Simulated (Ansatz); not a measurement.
**C3H7Cl2Ga: a ladder of functionals and wavefunction methods**

An exercise on one series of results from a longer session: the logs are not shown, and one member is left open.

Method: functionals in def2-TZVPP, the program's frozen cores in correlated methods; program: Ansatz 0.2.0, Gaussian basis.

Plan: LDA (SPW92), PBE-D4, revPBE-D4, BLYP-D4, r2SCAN-D4, B97M-V, PBE0-D4, B3LYP-D4, r2SCANh-D4, r2SCAN0-D4, HSE06-D4, BHLYP-D4, CAM-B3LYP-D4, LC-ωPBE, ωB97X-V, ωB97M-V, B2PLYP, PBE-QIDH; CCSD(T)/def2-SVP; MP2/def2-TZVPP; MP2/def2-QZVPP; RPA on PBE.

## Structure used throughout

An earlier PBE0-D4 in a triple-zeta def2 set relaxation fixed the geometry.

SMILES `C[CH](C)[Ga]([Cl])[Cl]`, 13 atoms, charge 0, spin multiplicity 1.

Atoms are counted from 1 here; the program's logs count them from 0.

Bond lengths: C1–C2 1.523 Å, C1–H7 1.093 Å, C1–H8 1.095 Å, C1–H9 1.092 Å, C2–C3 1.523 Å, C2–Ga4 1.971 Å, C2–H10 1.098 Å, C3–H11 1.093 Å, C3–H12 1.092 Å, C3–H13 1.095 Å, Ga4–Cl5 2.144 Å, Ga4–Cl6 2.144 Å. Angles: C2–C1–H7 111.6°, C2–C1–H8 110.2°, C2–C1–H9 112.4°, H7–C1–H8 107.2°, H7–C1–H9 107.5°, H8–C1–H9 107.8°, C1–C2–C3 112.8°, C1–C2–Ga4 111.4°, C1–C2–H10 108.7°, C3–C2–Ga4 111.4°, C3–C2–H10 108.7°, Ga4–C2–H10 103.3°, C2–C3–H11 111.6°, C2–C3–H12 112.3°, C2–C3–H13 110.2°, H11–C3–H12 107.5°, H11–C3–H13 107.2°, H12–C3–H13 107.8° and more.

Coordinates:

```csv
atom,x (Å),y (Å),z (Å)
C1,0.53511,-0.44901,-1.32643
C2,0.37452,0.21493,0.03511
C3,0.48310,-0.77222,1.19024
Ga4,-1.29388,1.25917,0.13522
Cl5,-2.24909,2.10609,-1.58672
Cl6,-2.30843,1.66733,1.97884
H7,-0.22533,-1.21736,-1.49093
H8,1.51148,-0.94073,-1.39434
H9,0.46278,0.26616,-2.14827
H10,1.15686,0.97653,0.14925
H11,-0.27898,-1.55360,1.12397
H12,0.37321,-0.28744,2.16239
H13,1.45866,-1.26984,1.17169
```

The first run:

in.yaml

```yaml
crystal:
  periodic: [false, false, false]
  atoms:
    - {symbol: C, position_ang: [0.535108, -0.449011, -1.326427]}
    - {symbol: C, position_ang: [0.374517, 0.214932, 0.035113]}
    - {symbol: C, position_ang: [0.483100, -0.772224, 1.190243]}
    - {symbol: Ga, position_ang: [-1.293881, 1.259165, 0.135215]}
    - {symbol: Cl, position_ang: [-2.249087, 2.106094, -1.586724]}
    - {symbol: Cl, position_ang: [-2.308433, 1.667331, 1.978836]}
    - {symbol: H, position_ang: [-0.225329, -1.217362, -1.490935]}
    - {symbol: H, position_ang: [1.511479, -0.940728, -1.394341]}
    - {symbol: H, position_ang: [0.462780, 0.266162, -2.148273]}
    - {symbol: H, position_ang: [1.156857, 0.976532, 0.149246]}
    - {symbol: H, position_ang: [-0.278980, -1.553605, 1.123969]}
    - {symbol: H, position_ang: [0.373209, -0.287444, 2.162385]}
    - {symbol: H, position_ang: [1.458660, -1.269843, 1.171693]}
basis:
  gaussian: {orbitals: def2-TZVPP}
hamiltonian: {xc: lda}
output: {orbitals: {seedname: orbitals}}
```

Run with:

```sh
ansatz run in.yaml --threads 4 --pin off --events-out ev --progress --plain --max-ram 11315MiB
```

Among the steps run: LDA; PBE-D4 (GGA); revPBE-D4 (GGA); BLYP-D4 (GGA); r2SCAN-D4 (meta-GGA); B97M-V (meta-GGA); PBE0-D4 (hybrid); B3LYP-D4 (hybrid); r2SCANh-D4 (hybrid); r2SCAN0-D4 (hybrid); HSE06-D4 (hybrid); BHLYP-D4 (hybrid); CAM-B3LYP-D4 (range-separated); LC-ωPBE (range-separated); ωB97X-V (range-separated); ωB97M-V (range-separated); B2PLYP (double hybrid); PBE-QIDH (double hybrid).

One of the session's tables, all rows but one given; the rest of the session is left out.

It belongs to the step «Frontier levels by functional». 

| functional | HOMO (eV) | gap (eV) |
| --- | --- | --- |
| LDA (SPW92) | -7.04 | 4.71 |
| PBE-D4 | -6.89 | 4.88 |
| revPBE-D4 | -6.83 | 4.96 |
| BLYP-D4 | -6.76 | 4.83 |
| r2SCAN-D4 | -7.14 | 5.35 |
| B97M-V | -7.21 | 5.26 |
| PBE0-D4 | -8.08 | 6.85 |
| B3LYP-D4 | -7.88 | 6.39 |
| r2SCANh-D4 | -7.58 | 6.07 |
| r2SCAN0-D4 | -8.24 | 7.14 |
| HSE06-D4 | -7.68 | 6.09 |
| BHLYP-D4 | -9.18 | 8.71 |
| CAM-B3LYP-D4 | -9.39 | 9.06 |
| LC-ωPBE | -10.69 | 11.55 |
| ωB97X-V | -10.35 | 11.04 |
| ωB97M-V | ? | ? |

**Question.** Estimate the row for ωB97M-V.

**Answer.** HOMO (eV): -10.20; gap (eV): 10.68. In the column «HOMO (eV)» it lies between ωB97X-V (-10.35) and CAM-B3LYP-D4 (-9.39).
